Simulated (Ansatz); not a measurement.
**Ti2Cl: what a guessed cell relaxes into**

Where does this trial cell of Ti2Cl go when cell and atoms are let free?

Computed with Ansatz 0.2.0 (DFT PBE, scalar-relativistic, plane waves, PAW, unless a step's input says otherwise).

## 1. The starting structure

It takes space group Fd-3m (No. 227, cubic). The conventional cell has a = 7.702 Å, b = 7.702 Å, c = 7.702 Å, α = 90.00°, β = 90.00°, γ = 90.00°. Around Ti (site symmetry -3m) lie 6 Ti at 2.72 Å and 6 Cl at 3.19 Å. Cl (site symmetry -43m) has 12 Ti at 3.19 Å in its first shell of neighbours.

As a file:

```
CELL_PARAMETERS angstrom
0.00000 3.85116 3.85116
3.85116 0.00000 3.85116
3.85116 3.85116 0.00000
ATOMIC_POSITIONS crystal
Ti 0.62500 0.62500 0.62500
Ti 0.12500 0.62500 0.62500
Ti 0.62500 0.62500 0.12500
Ti 0.62500 0.12500 0.62500
Cl 0.00000 0.00000 0.00000
Cl 0.25000 0.25000 0.25000
```

Recipe of the guess: species swapped into a database cell of SrPd2 (Fd-3m, No. 227), with Cl on the Sr sites and Ti on the Pd sites. Its size is a rough estimate.

## 2. Probe: one point on a coarse mesh

input.yaml

```yaml
crystal:
  lattice:
    - [0.0, 3.85116109, 3.85116109]
    - [3.85116109, 0.0, 3.85116109]
    - [3.85116109, 3.85116109, 0.0]
  atoms:
    - { symbol: Ti, position: [0.625, 0.625, 0.625], spin: 1.0 }
    - { symbol: Ti, position: [0.125, 0.625, 0.625], spin: -1.0 }
    - { symbol: Ti, position: [0.625, 0.625, 0.125], spin: 1.0 }
    - { symbol: Ti, position: [0.625, 0.125, 0.625], spin: -1.0 }
    - { symbol: Cl, position: [0.0, 0.0, 0.0] }
    - { symbol: Cl, position: [0.25, 0.25, 0.25] }
basis:
  ecutwfc: 420
kpoints:
  mp_grid: { grid: [4, 4, 4] }
hamiltonian:
  xc: pbe
scf:
  occupations: { method: gaussian, width: 0.1 }
  lower_state_search: "off"
output:
  forces: true
  stress: true
  eigenvalues: true
  populations: true
magnetization:
  spin_polarized: true
```

On the command line:

```
> ansatz run input.yaml --threads 1 --pin off --max-ram 2560MiB --backend cpu --events-out ev --progress --plain --runs-dir out
```

The program printed (excerpt; [...] marks lines left out):

```text
[...]
SCF converged after 19 iterations
Magnetization: 0.0000 μB (31.0000 up, 31.0000 down)
Absolute magnetization: 0.0000 μB (∫|ρ↑−ρ↓|, with the PAW one-centre terms)
Spin contamination: 0.0000 ħ² per cell (⟨S²⟩ above its minimum at these occupations)
Per-site moments (μB) at R_I (Å): [(-9.671819832243807e-7, 1.12331262539957), (9.976737472236831e-7, 1.12331262539957), (-9.67181983315826e-7, 1.12331262539957), (9.976737473169495e-7, 1.12331262539957), (1.7471129324820125e-9, 1.317200810345694), (1.7471128661140376e-9, 1.317200810345694)]
Free energy (F): -12154.674453 eV
[...]
E sigma→0 (E₀):  -12154.662720 eV
Entropy (-TS):   -0.023467 eV (-3.911 meV/atom)
Fermi energy:    11.068114 eV
[...]
--- Forces (eV/Å), atoms counted from 1 ---
  atom   1  Ti     0.00000000     0.00000000     0.00000000
  atom   2  Ti     0.00000000     0.00000000     0.00000000
  atom   3  Ti     0.00000000     0.00000000    -0.00000000
  atom   4  Ti     0.00000000     0.00000000     0.00000000
  atom   5  Cl     0.00000000    -0.00000000     0.00000022
  atom   6  Cl     0.00000000     0.00000000    -0.00000022
[...]
--- Stress (GPa, compression-positive) ---
        1.536443      -0.000003      -0.000000
       -0.000003       1.536443       0.000000
       -0.000000       0.000000       1.536441
  P = ⅓ Tr σ = 1.5364 GPa (15.364 kbar)
--- Band table (eV; the first three rows and the last of 36) ---
[...]
--- Löwdin populations: 6 sites ---
  site symbol       q [e]    m [muB]
     0     Ti     11.7484    -0.0000
     1     Ti     11.7484     0.0000
     2     Ti     11.7484    -0.0000
     3     Ti     11.7484     0.0000
     4     Cl      7.3202     0.0000
     5     Cl      7.3202     0.0000
  spilling = 0.005901 (of n_electrons = 62.000000)
```

Run time: 48 s. Hardware: 1 thread of Intel Xeon at 2.50GHz (Skylake/Cascade Lake), shared host; peak memory 0.49 GiB.

By site:

| atom | Löwdin electrons |
| --- | --- |
| Ti1 | 11.75 |
| Ti2 | 11.75 |
| Ti3 | 11.75 |
| Ti4 | 11.75 |
| Cl5 | 7.32 |
| Cl6 | 7.32 |

The Löwdin counts miss 0.37 of the 62 electrons, which the atomic orbitals do not span, so they are no charges.

From the probe: pressure 1.5 GPa, largest force 0.00 eV/Å, gap on this mesh none (metal). The coarse relaxation is skipped.

## 3. Full relaxation

input.yaml

```yaml
crystal:
  lattice:
    - [0.0, 3.85116109, 3.85116109]
    - [3.85116109, 0.0, 3.85116109]
    - [3.85116109, 3.85116109, 0.0]
  atoms:
    - { symbol: Ti, position: [0.625, 0.625, 0.625] }
    - { symbol: Ti, position: [0.125, 0.625, 0.625] }
    - { symbol: Ti, position: [0.625, 0.625, 0.125] }
    - { symbol: Ti, position: [0.625, 0.125, 0.625] }
    - { symbol: Cl, position: [0.0, 0.0, 0.0] }
    - { symbol: Cl, position: [0.25, 0.25, 0.25] }
basis:
  ecutwfc: 420
kpoints:
  mp_grid: { grid: [8, 8, 8] }
hamiltonian:
  xc: pbe
scf:
  occupations: { method: gaussian, width: 0.1 }
output:
  forces: true
  stress: true
  eigenvalues: true
relax:
  adjacent_minimum: "off"
  f_tol: 0.01
  max_steps: 80
  cell: { stress_tol: 0.05 }
```

On the command line:

```
> ansatz run input.yaml --threads 1 --pin off --max-ram 2560MiB --backend cpu --events-out ev --progress --plain --runs-dir out
```

The program printed:

```text
Warning: RAYON_NUM_THREADS=1 ignored (pool sized by the plan → 1); use --threads N
Engine: ansatz 0.2.0, x86_64-unknown-linux-gnu
Pseudopotentials: kind: paw
Pseudopotential: Ti, paw, valence charge 12, recommended cutoff 420 eV (normal), Ti.paw.azcp
Pseudopotential: Cl, paw, valence charge 7, recommended cutoff 420 eV (normal), Cl.paw.azcp
Functional definition: PBE
  parameter kappa = 0.804
  parameter beta = 0.06672455060314922
  exchange = pbe_x(kappa = kappa, mu = beta*pi^2/3)
  correlation = pbe_c(beta = beta)
Crystal: 6 atoms, lattice volume = 114.237 Å³
Basis set: ecut = 420 eV, 2229 PW (Γ), exchange–correlation on 80×80×80 points (8 copies of the dense FFT grid, shifted against one another)
Bands: 38, of which v1, the nominal top of the filled ones, is band 31 counted from 1 (30 counted from 0)
Symmetry: 48 space group operations
Space group: Fd-3m (ITA 227), of the structure as read, at distance tolerance 4.9e-5 Å
k-points: 29 of 512
Non-local potential: Ti, projectors of the file, l = 0: 3, l = 1: 2, l = 2: 3, l = 3: 1
Non-local potential: Cl, projectors of the file, l = 0: 2, l = 1: 2, l = 2: 2
PAW form: soft (Blöchl's): semilocal exchange-correlation on the pseudo side does not see the compensation charge
PAW one-centre angular grid: Ti, 590 points (default); XC on 64 Gauss nodes
PAW one-centre angular grid: Cl, 110 points (default); XC on 64 Gauss nodes
Initial density: superposition of atomic densities (neutral atoms: chi_scale 0, normalization atom), corrected by the library's trained network
Initial wavefunctions: pseudopotential atomic-orbital guess
Functional: x = pbe(κ = 0.804, μ = 0.2195149727645171), c = pbe(β = 0.06672455060314922)
SCF iter   1: F=—  HF=-12154.641328 eV  |F-HF|=—  |Δ(HF+E_count)|=         —  Δρ=9.23e-3  dr2=1.10e-1  ethr=1.77e-3  ⟨swp⟩=5.4  Hψ=4451  notcnv=0
preconditioner: auto → Kerker (q_TF=auto, 2.464 Å⁻¹)  [metal: Δε(μ)=0.035 eV  Ē_g=5.694 eV  σ=0.100 eV  W_gap=0.19  n_scr=26 (ndim 8)  ℏωp=19.0 eV  f_vac=0.000  D(μ)=9.61/eV (n_scr^D=112)]
SCF iter   2: F=—  HF=-12154.625014 eV  |F-HF|=—  |Δ(HF+E_count)|=   1.63e-2  Δρ=4.46e-3  dr2=4.39e-2  ethr=1.77e-4  ⟨swp⟩=2.0  Hψ=1498  notcnv=0  defer=23
SCF iter   3: F=—  HF=-12154.617492 eV  |F-HF|=—  |Δ(HF+E_count)|=   7.52e-3  Δρ=1.32e-3  dr2=4.79e-3  ethr=7.09e-5  ⟨swp⟩=1.9  Hψ=1325  notcnv=0  defer=24
SCF iter   4: F=—  HF=-12154.616614 eV  |F-HF|=—  |Δ(HF+E_count)|=   8.78e-4  Δρ=4.05e-4  dr2=1.93e-4  ethr=7.72e-6  ⟨swp⟩=2.0  Hψ=1410  notcnv=0  defer=25
SCF iter   5: F=—  HF=-12154.616652 eV  |F-HF|=—  |Δ(HF+E_count)|=   3.77e-5  Δρ=8.41e-5  dr2=5.54e-6  ethr=3.11e-7  ⟨swp⟩=2.1  Hψ=1469  notcnv=0  defer=25
SCF iter   6: F=—  HF=-12154.616651 eV  |F-HF|=—  |Δ(HF+E_count)|=   3.91e-7  Δρ=2.24e-5  dr2=6.23e-7  ethr=8.94e-9  ⟨swp⟩=2.5  Hψ=2011  notcnv=0  defer=27
SCF iter   7: F=-12154.616652 eV  HF=-12154.616652 eV  |F-HF|=2.19e-8  |Δ(HF+E_count)|=   1.02e-7  Δρ=6.23e-6  dr2=2.87e-8  ethr=1.61e-10  ⟨swp⟩=10.1  Hψ=4529  notcnv=0
SCF 1 converged in 7 iterations: F = -12154.616652 eV  dr2 = 2.87e-8
relax step   1: F+E_penalty+E_count = -12154.61665156 eV  Δ(F+E_penalty+E_count) = +0.000e0 eV  max|allowed force component| = 1.619e-17 eV/Å  Δτ_max = 0.0000 Å  P = +1.444 GPa  Ω = 114.237 Å³  (7 SCF iters, dr2 threshold 1.00e-7 eV, accepted)
Crystal: 6 atoms, lattice volume = 117.036 Å³
Basis set: ecut = 420 eV, 2277 PW (Γ), exchange–correlation on 80×80×80 points (8 copies of the dense FFT grid, shifted against one another)
Initial density: handed on by an earlier stage of this run
Initial wavefunctions: those handed on with the density
iter 1 solved again at ethr=2.03e-4 eV; its pass at ethr=3.10e-3 eV (dr2=1.26e-1 eV) is discarded
SCF iter   1: F=—  HF=-12154.657284 eV  |F-HF|=—  |Δ(HF+E_count)|=         —  Δρ=5.83e-3  dr2=1.26e-1  ethr=2.03e-4  ⟨swp⟩=1.0  Hψ=5175  notcnv=0
preconditioner: auto → Kerker (q_TF=auto, 2.454 Å⁻¹)  [metal: Δε(μ)=0.047 eV  Ē_g=5.763 eV  σ=0.100 eV  W_gap=0.25  n_scr=26 (ndim 8)  ℏωp=18.8 eV  f_vac=0.000  D(μ)=10.84/eV (n_scr^D=136)]
SCF iter   2: F=—  HF=-12154.640026 eV  |F-HF|=—  |Δ(HF+E_count)|=   1.73e-2  Δρ=3.04e-3  dr2=4.34e-2  ethr=2.03e-4  ⟨swp⟩=1.0  Hψ=1104  notcnv=0
SCF iter   3: F=—  HF=-12154.630453 eV  |F-HF|=—  |Δ(HF+E_count)|=   9.57e-3  Δρ=8.10e-4  dr2=1.81e-3  ethr=7.00e-5  ⟨swp⟩=2.0  Hψ=1450  notcnv=0
SCF iter   4: F=—  HF=-12154.630102 eV  |F-HF|=—  |Δ(HF+E_count)|=   3.52e-4  Δρ=2.61e-4  dr2=8.16e-5  ethr=2.92e-6  ⟨swp⟩=2.0  Hψ=1360  notcnv=0
SCF iter   5: F=—  HF=-12154.630113 eV  |F-HF|=—  |Δ(HF+E_count)|=   1.11e-5  Δρ=6.08e-5  dr2=3.76e-6  ethr=1.32e-7  ⟨swp⟩=2.8  Hψ=2121  notcnv=0
SCF iter   6: F=-12154.630115 eV  HF=-12154.630115 eV  |F-HF|=3.19e-8  |Δ(HF+E_count)|=   1.76e-6  Δρ=1.57e-5  dr2=2.48e-7  ethr=9.68e-10  ⟨swp⟩=8.6  Hψ=4883  notcnv=0
SCF 2 converged in 6 iterations: F = -12154.630115 eV  dr2 = 2.48e-7
relax step   2: F+E_penalty+E_count = -12154.63011467 eV  Δ(F+E_penalty+E_count) = -1.346e-2 eV  max|allowed force component| = 9.252e-17 eV/Å  Δτ_max = 0.0000 Å  P = +0.133 GPa  Ω = 117.036 Å³  energy of the carried Pulay correction = -1.679e-4 eV  (6 SCF iters, dr2 threshold 6.00e-7 eV, accepted)
Crystal: 6 atoms, lattice volume = 117.327 Å³
iter 1 solved again at ethr=2.23e-6 eV; its pass at ethr=3.10e-3 eV (dr2=1.38e-3 eV) is discarded
SCF iter   1: F=—  HF=-12154.630498 eV  |F-HF|=—  |Δ(HF+E_count)|=         —  Δρ=5.92e-4  dr2=1.30e-3  ethr=2.23e-6  ⟨swp⟩=1.0  Hψ=4220  notcnv=0
preconditioner: auto → Kerker (q_TF=auto, 2.453 Å⁻¹)  [metal: Δε(μ)=0.004 eV  Ē_g=5.682 eV  σ=0.100 eV  W_gap=0.02  n_scr=26 (ndim 8)  ℏωp=18.8 eV  f_vac=0.000  D(μ)=11.07/eV (n_scr^D=136)]
SCF iter   2: F=—  HF=-12154.630325 eV  |F-HF|=—  |Δ(HF+E_count)|=   1.73e-4  Δρ=3.07e-4  dr2=4.48e-4  ethr=2.09e-6  ⟨swp⟩=1.0  Hψ=1104  notcnv=0
SCF iter   3: F=—  HF=-12154.630228 eV  |F-HF|=—  |Δ(HF+E_count)|=   9.72e-5  Δρ=8.37e-5  dr2=1.86e-5  ethr=7.23e-7  ⟨swp⟩=2.0  Hψ=1459  notcnv=0
SCF iter   4: F=—  HF=-12154.630221 eV  |F-HF|=—  |Δ(HF+E_count)|=   7.58e-6  Δρ=3.01e-5  dr2=1.13e-6  ethr=3.00e-8  ⟨swp⟩=2.0  Hψ=1302  notcnv=0
SCF iter   5: F=—  HF=-12154.630221 eV  |F-HF|=—  |Δ(HF+E_count)|=   3.76e-8  Δρ=7.19e-6  dr2=5.86e-8  ethr=1.82e-9  ⟨swp⟩=3.0  Hψ=2176  notcnv=0
SCF iter   6: F=-12154.630221 eV  HF=-12154.630221 eV  |F-HF|=1.26e-9  |Δ(HF+E_count)|=   2.67e-8  Δρ=1.77e-6  dr2=2.76e-9  ethr=7.11e-11  ⟨swp⟩=5.8  Hψ=3901  notcnv=0
SCF 3 converged in 6 iterations: F = -12154.630221 eV  dr2 = 2.76e-9
relax step   3: F+E_penalty+E_count = -12154.63022078 eV  Δ(F+E_penalty+E_count) = -1.061e-4 eV  max|allowed force component| = 4.664e-17 eV/Å  Δτ_max = 0.0000 Å  P = +0.003 GPa  Ω = 117.327 Å³  energy of the carried Pulay correction = -1.851e-4 eV  (6 SCF iters, dr2 threshold 4.41e-8 eV, accepted)
Initial wavefunctions: pseudopotential atomic-orbital guess (no wavefunctions were taken with the density)
iter 1 solved again at ethr=2.77e-7 eV; its pass at ethr=3.10e-3 eV (dr2=1.72e-4 eV) is discarded
SCF iter   1: F=—  HF=-12154.630240 eV  |F-HF|=—  |Δ(HF+E_count)|=         —  Δρ=1.35e-4  dr2=4.88e-7  ethr=2.77e-7  ⟨swp⟩=3.8  Hψ=7170  notcnv=0
preconditioner: auto → Kerker (q_TF=auto, 2.453 Å⁻¹)  [metal: Δε(μ)=0.005 eV  Ē_g=5.672 eV  σ=0.100 eV  W_gap=0.03  n_scr=26 (ndim 8)  ℏωp=18.8 eV  f_vac=0.000  D(μ)=11.08/eV (n_scr^D=136)]
SCF iter   2: F=—  HF=-12154.630343 eV  |F-HF|=—  |Δ(HF+E_count)|=   1.03e-4  Δρ=6.84e-5  dr2=1.26e-7  ethr=7.87e-10  ⟨swp⟩=2.1  Hψ=1286  notcnv=0
SCF iter   3: F=—  HF=-12154.630380 eV  |F-HF|=—  |Δ(HF+E_count)|=   3.72e-5  Δρ=1.38e-6  dr2=1.07e-9  ethr=2.03e-10  ⟨swp⟩=2.0  Hψ=1491  notcnv=0
SCF iter   4: F=—  HF=-12154.630380 eV  |F-HF|=—  |Δ(HF+E_count)|=   4.07e-9  Δρ=4.12e-7  dr2=1.09e-10  ethr=1.72e-12  ⟨swp⟩=2.4  Hψ=2007  notcnv=0
iter 5 did not close the SCF: its close was put off for the readings that it lacked (scf_convergence_deferred on its scf_iter line)
SCF iter   5: F=-12154.630380 eV  HF=-12154.630380 eV  |F-HF|=1.82e-11  |Δ(HF+E_count)|=  1.60e-10  Δρ=1.19e-7  dr2=1.60e-11  ethr=1.00e-12  ⟨swp⟩=1.0  Hψ=1102  notcnv=0
iter 6 did not close the SCF: its close was put off for the readings that it lacked (scf_convergence_deferred on its scf_iter line)
SCF iter   6: F=-12154.630380 eV  HF=-12154.630380 eV  |F-HF|=3.64e-12  |Δ(HF+E_count)|=  2.55e-11  Δρ=4.46e-8  dr2=2.57e-12  ethr=1.00e-12  ⟨swp⟩=1.0  Hψ=1102  notcnv=0
iter 7 did not close the SCF: its close was put off for the readings that it lacked (scf_convergence_deferred on its scf_iter line)
SCF iter   7: F=-12154.630380 eV  HF=-12154.630380 eV  |F-HF|=5.46e-12  |Δ(HF+E_count)|=  5.46e-12  Δρ=1.10e-8  dr2=1.81e-13  ethr=1.00e-12  ⟨swp⟩=1.0  Hψ=1102  notcnv=0
iter 8 did not close the SCF: its close was put off for the readings that it lacked (scf_convergence_deferred on its scf_iter line)
SCF iter   8: F=-12154.630380 eV  HF=-12154.630380 eV  |F-HF|=1.82e-12  |Δ(HF+E_count)|=  3.64e-12  Δρ=2.04e-9  dr2=4.65e-15  ethr=1.00e-12  ⟨swp⟩=1.0  Hψ=1102  notcnv=0
SCF iter   9: F=-12154.630380 eV  HF=-12154.630380 eV  |F-HF|=1.82e-12  |Δ(HF+E_count)|=    0.00e0  Δρ=3.15e-10  dr2=1.10e-16  ethr=1.00e-12  ⟨swp⟩=1.7  Hψ=2473  notcnv=0
SCF 4 converged in 9 iterations: F = -12154.630380 eV  dr2 = 1.10e-16
relax step   4: F+E_penalty+E_count = -12154.63037989 eV  Δ(F+E_penalty+E_count) = -1.591e-4 eV  max|allowed force component| = 2.737e-17 eV/Å  Δτ_max = 0.0000 Å  P = +0.000 GPa  Ω = 117.327 Å³  stress off target by 3.72e-4 GPa  SCF on the basis re-selected at this cell (its energy is not comparable with the rows above)  (9 SCF iters)
basis re-selected at this cell: Δ(F+E_penalty+E_count) = -1.591e-4 eV, ΔP = -0.002 GPa vs the last step (what re-selecting the basis moved, of the pressure what is left beyond the Pulay correction that the steps carried, after the strain that the cell walked since its last selection, with what the two solves' SCF thresholds leave and, on support functions, any second-order correction that the steps lacked; it is no measure of the basis error at this ecutwfc). This SCF's stress stands 3.72e-4 GPa from its target on what of the cell is left free (relax.cell.stress_tol is 5.00e-2 GPa) and its largest allowed force component is 2.74e-17 eV/Å (relax.f_tol is 1.00e-2 eV/Å): within both
SCF converged after 9 iterations
Free energy (F): -12154.630380 eV
Harris-Foulkes:  -12154.630380 eV  (|F-HF|=1.82e-12)
Internal energy: -12154.574966 eV  (E = F + TS)
E sigma→0 (E₀):  -12154.602673 eV
Entropy (-TS):   -0.055413 eV (-9.236 meV/atom)
Fermi energy:    10.657522 eV
--- Per-component energies (eV) ---
  E_band       = -732.272572
  E_kinetic    = 1414.886141
  E_local      = -4463.302799  (includes V_loc(G=0)·N_el)
  E_nonlocal   = 101.404614
  E_hartree    = 1813.902862
  E_xc         = -601.122681
  E_vxc        = -727.819853  (∫ρ·V_xc dr)
  E_paw        = -5513.604357  (= ΣΔE_a)
  E_vpaw       = -685.247121  (= ΣTr[D̂ρ^β])
  E_aug_tail   = 0.000721  (compensation charges beyond the density's cutoff)
  E_ewald      = -4906.739468
  E_smearing   = -0.055413  (= −TS)
  E_closure    = -0.000000  (closes the sum)
  Σ components = -12154.630380   (vs F -12154.630380, Δ=0.00e0)
--- Forces (eV/Å), atoms counted from 1 ---
  atom   1  Ti     0.00000000    -0.00000000     0.00000000
  atom   2  Ti     0.00000000    -0.00000000     0.00000000
  atom   3  Ti     0.00000000    -0.00000000     0.00000000
  atom   4  Ti     0.00000000    -0.00000000    -0.00000000
  atom   5  Cl    -0.00000000    -0.00000000     0.00000000
  atom   6  Cl    -0.00000000     0.00000000    -0.00000000
  max |Σ_I F_I| component: 1.85e-17 eV/Å
--- Stress (GPa, compression-positive) ---
        0.000372       0.000000       0.000000
        0.000000       0.000372       0.000000
        0.000000       0.000000       0.000372
  P = ⅓ Tr σ = 0.0004 GPa (0.004 kbar)
--- Band table (eV; the first three rows and the last of 29) ---
  k-point 0: bands = ["-46.1434", "-45.9866", "-45.9866", "-45.9866", "-22.7480", "-22.6505", "-22.6505", "-22.6505", "-22.5863", "-22.5863", "-22.2627", "-22.2627", "-22.2627", "-21.8257", "-21.8257", "-21.8257", "-6.6349", "-5.8124", "4.5441", "4.5441", "4.5441", "5.7010", "5.7010", "5.7010", "6.5626", "8.9839", "8.9839", "8.9839", "9.4643", "10.1040", "10.1040", "11.3928", "11.3928", "11.3928", "12.7674", "12.7674", "12.7674", "12.9750"]
  k-point 1: bands = ["-46.1390", "-45.9911", "-45.9866", "-45.9866", "-22.7268", "-22.6434", "-22.6417", "-22.6417", "-22.5809", "-22.5809", "-22.2742", "-22.2742", "-22.2627", "-21.8571", "-21.8293", "-21.8293", "-6.6089", "-5.8382", "4.5379", "4.5379", "4.5443", "5.4925", "5.7167", "5.7167", "6.8636", "9.0687", "9.0687", "9.0770", "9.6572", "10.1499", "10.1499", "11.2583", "11.3141", "11.3141", "12.6028", "12.6028", "12.6250", "12.7551"]
  k-point 2: bands = ["-46.1272", "-46.0033", "-45.9866", "-45.9866", "-22.6920", "-22.6258", "-22.6258", "-22.5989", "-22.5565", "-22.5565", "-22.3081", "-22.3081", "-22.2626", "-21.9436", "-21.8378", "-21.8378", "-6.5394", "-5.9066", "4.3489", "4.5255", "4.5255", "5.5085", "5.7504", "5.7504", "7.3708", "9.2304", "9.2832", "9.2832", "10.1775", "10.3035", "10.3035", "10.8908", "11.1532", "11.1532", "11.8943", "12.3250", "12.3250", "12.6264"]
  k-point 28: bands = ["-46.0656", "-46.0656", "-45.9867", "-45.9867", "-22.5855", "-22.5855", "-22.5550", "-22.5550", "-22.4398", "-22.4398", "-22.3754", "-22.3754", "-22.2506", "-22.2506", "-21.8842", "-21.8842", "-6.2196", "-6.2196", "4.0397", "4.0397", "5.1110", "5.1110", "6.1516", "6.1516", "8.9339", "8.9339", "9.9993", "9.9993", "10.4129", "10.4129", "10.6111", "10.6111", "11.2171", "11.2171", "11.3189", "11.3189", "11.6883", "11.6883"]
--- Relaxed structure (3 steps of the walk, 3 accepted, 1 SCFs on fresh bases) ---
  F+E_penalty+E_count = -12154.63037989 eV   max|allowed force component| = 2.737e-17 eV/Å   (the final SCF, on the basis selected at the relaxed cell)
  cell:  # Å, volume = 117.3268 Å³
    - [-1.640072873088268e-34, 3.8855793756662296, 3.8855793756662296]
    - [3.8855793756662296, -8.916901057567279e-35, 3.8855793756662296]
    - [3.8855793756662296, 3.8855793756662296, 1.2897660458266963e-34]
  atoms:
    - { symbol: Ti, position: [0.6249999999999999, 0.6249999999999999, 0.6249999999999999] }
    - { symbol: Ti, position: [0.1250000000000001, 0.6249999999999999, 0.6249999999999999] }
    - { symbol: Ti, position: [0.6249999999999999, 0.6249999999999999, 0.1250000000000001] }
    - { symbol: Ti, position: [0.6249999999999999, 0.1250000000000001, 0.6249999999999999] }
    - { symbol: Cl, position: [-4.164709548556689e-35, 9.495537770709252e-35, -3.7164945534937814e-35] }
    - { symbol: Cl, position: [0.25, 0.25, 0.25] }
```

Run time: 66 s. Hardware: 1 thread of Intel Xeon at 2.50GHz (Skylake/Cascade Lake), shared host; peak memory 0.47 GiB.

Relaxation path:

```csv
step,energy from step 1 (eV/cell),largest force component (eV/Å),pressure (GPa),volume (Å³)
1,0.0000,0.0000,1.44,114.24
2,-0.0135,0.0000,0.13,117.04
3,-0.0136,0.0000,0.00,117.33
4,-0.0137,0.0000,0.00,117.33
```

Step 1 is the start. Step 4 repeats the geometry before it on a plane-wave basis chosen anew for that cell, so its energy need not be comparable with the rows above.

Lengths and angles in the start's conventional setting:

|  | before | after | change |
| --- | --- | --- | --- |
| a (Å) | 7.702 | 7.771 | +0.9 % |
| b (Å) | 7.702 | 7.771 | +0.9 % |
| c (Å) | 7.702 | 7.771 | +0.9 % |
| volume (Å³/atom) | 19.04 | 19.55 | +2.7 % |
| shortest distance (Å) | 2.723 | 2.748 | +0.9 % |
| space group (0.01 Å) | Fd-3m | Fd-3m | same |

The run keeps the 48 symmetry operations of the start, so it could not have lowered the symmetry.

## 4. Summary of results

| quantity | value |
| --- | --- |
| symmetry at the end (tolerance 0.05 Å) | space group Fd-3m (No. 227) |
| conventional cell | a = 7.771 Å, b = 7.771 Å, c = 7.771 Å, α = 90.00°, β = 90.00°, γ = 90.00° |
| volume | 19.55 Å³/atom |
| energy over the elements (uncorrected; H, N, O, F and Cl as molecules) | +0.49 eV/atom |
| gap on the mesh | none (metal) |

**Reading.** The space group Fd-3m (No. 227) is kept, and the volume per atom grows by 2.7 % from the first guess. With a positive formation energy it can't be a ground state. No finished test with a distortion of lower symmetry is shown, so the end may be a saddle point. Other magnetic orders were not searched.
